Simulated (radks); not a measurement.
**Taking charge from the 3d level of La³²⁺ in fractions**

Aim: follow energy and eigenvalue as charge leaves the 3d level of La³²⁺ bit by bit, and test Janak's theorem, Slater's transition state and the straight-line condition.

Program: radks (a radial shooting solver on a logarithmic mesh, Libxc functionals) version 1. Level of theory: Dirac Kohn-Sham, PBE, spin-unpolarised, spherical densities, point nucleus. These are calculated values, not measurements, unless marked.

## (1) What is computed

| Quantity | Value |
| --- | --- |
| element | lanthanum (Z = 57) |
| charge | +32 |
| electrons | 25 |
| configuration | [Ar] 3d(3/2: 4, 5/2: 3) |

A shell typed twice in an input gives the lower j, then the higher j.

## (2) Start: [Ar] 3d(3/2: 4, 5/2: 3)

Input:

```text
Z 57
configuration [Ar] 3d4 3d3
relativity Dirac
functional pbe,pbe
spin unpolarised
j_filling energy
nucleus point
c 137.035999084
```

## (3) 0.125 electron removed from 3d

Input: that of step 2 with these lines changed.

```diff
@@ -1,3 +1,3 @@
 Z 57
-configuration [Ar] 3d4 3d3
+configuration [Ar] 3d4 3d2.875
 relativity Dirac
```

## (4) 0.25 electron removed from 3d

Input: that of step 3 with these lines changed.

```diff
@@ -1,3 +1,3 @@
 Z 57
-configuration [Ar] 3d4 3d2.875
+configuration [Ar] 3d4 3d2.75
 relativity Dirac
```

## (5) 0.375 electron removed from 3d

Input: that of step 4 with these lines changed.

```diff
@@ -1,3 +1,3 @@
 Z 57
-configuration [Ar] 3d4 3d2.75
+configuration [Ar] 3d4 3d2.625
 relativity Dirac
```

## (6) 0.5 electron removed from 3d

Input: that of step 5 with these lines changed.

```diff
@@ -1,3 +1,3 @@
 Z 57
-configuration [Ar] 3d4 3d2.625
+configuration [Ar] 3d4 3d2.5
 relativity Dirac
```

## (7) 0.625 electron removed from 3d

Input: that of step 6 with these lines changed.

```diff
@@ -1,3 +1,3 @@
 Z 57
-configuration [Ar] 3d4 3d2.5
+configuration [Ar] 3d4 3d2.375
 relativity Dirac
```

## (8) 0.75 electron removed from 3d

Input: that of step 7 with these lines changed.

```diff
@@ -1,3 +1,3 @@
 Z 57
-configuration [Ar] 3d4 3d2.375
+configuration [Ar] 3d4 3d2.25
 relativity Dirac
```

## (9) 0.875 electron removed from 3d

Input: that of step 8 with these lines changed.

```diff
@@ -1,3 +1,3 @@
 Z 57
-configuration [Ar] 3d4 3d2.25
+configuration [Ar] 3d4 3d2.125
 relativity Dirac
```

## (10) 1 electron removed from 3d

Input: that of step 9 with these lines changed.

```diff
@@ -1,3 +1,3 @@
 Z 57
-configuration [Ar] 3d4 3d2.125
+configuration [Ar] 3d4 3d2
 relativity Dirac
```

What does the calculation give? Wanted: for each run, removed; E − E(0); eigenvalue; E minus straight line.

As calculated:

```
removed (e)  E − E(0) (eV)  eigenvalue (eV)  E minus straight line (eV)
          0          0.000          -2024.5                       0.000
      0.125         253.78          -2035.9                      -5.041
       0.25         508.99          -2047.4                      -8.647
      0.375         765.63          -2058.9                     -10.816
        0.5         1023.7          -2070.5                     -11.545
      0.625         1283.3          -2082.0                     -10.830
       0.75         1544.2          -2093.6                      -8.670
      0.875         1806.7          -2105.2                      -5.061
          1         2070.5          -2116.8                       0.000
```

Removing the whole electron costs 2070.5 eV, against 2024.5 eV from minus the starting eigenvalue. Slater's transition state, half an electron removed, gives 2070.5 eV. The trapezoid integral of minus the eigenvalue gives 2070.5 eV over the range, against 2070.5 eV from the energies (Janak's theorem). The eigenvalue moves by 92.4 eV per electron. E bends below the straight line by 11.54 eV at 0.5 electron removed: the delocalisation error of the functional. NIST lists 2069 eV (theoretical) for the ionisation energy of La³²⁺.
